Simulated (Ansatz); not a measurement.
# P: the cost of one run

Method: DFT PBEsol, scalar-relativistic, plane waves, PAW, in Ansatz 0.2.0.

2 further runs of the same task are left out: 2 that didn't finish.

### Step 1. The structure to begin with

Symmetry: P4/nmm, No. 129, tetragonal system. Conventional cell: a = 9.200 Å, b = 9.200 Å, c = 7.400 Å, α = 90.00°, β = 90.00°, γ = 90.00°.

Coordinates:

```
P
1.0
     9.20000    0.00000    0.00000
     0.00000    9.20000    0.00000
     0.00000    0.00000    7.40000
P
4
Direct
  0.50000 0.50000 0.00000
  0.00000 0.00000 0.00000
  0.00000 0.50000 0.62500
  0.50000 0.00000 0.37500
```

The structure comes from the Materials Project (structure only).

(A quick probe on a coarse mesh, which set the mesh and smearing, is not shown.)

### Step 3. Full relaxation

Contents of input.yaml:

```yaml
crystal:
  lattice:
    - [9.2, 0.0, 0.0]
    - [0.0, 9.2, 0.0]
    - [0.0, 0.0, 7.4]
  atoms:
    - { symbol: P, position: [0.5, 0.5, 0.0], spin: 3.2 }
    - { symbol: P, position: [0.0, 0.0, 0.0], spin: 3.2 }
    - { symbol: P, position: [0.0, 0.5, 0.625], spin: 3.2 }
    - { symbol: P, position: [0.5, 0.0, 0.375], spin: 3.2 }
basis:
  ecutwfc: 420
kpoints:
  mp_grid: { grid: [4, 4, 4] }
hamiltonian:
  xc: pbesol
scf:
  occupations: { method: gaussian, width: 0.02 }
output:
  forces: true
  stress: true
  eigenvalues: true
  populations: true
  write_density: true
  write_potential: true
  elf: true
  volumetric_format: npy
magnetization:
  spin_polarized: true
relax:
  adjacent_minimum: "off"
  f_tol: 0.005
  max_steps: 80
  cell: { stress_tol: 0.05 }
```

The run is started by

```bash
$ ansatz run input.yaml --threads 2 --pin off --max-ram 5120MiB --backend cpu --events-out ev --progress --plain --runs-dir out
```

Q: Estimate wall time and peak memory on 2 threads of Intel Xeon at 2.70GHz, shared host.

About 65 s, with a peak of 0.94 GiB.
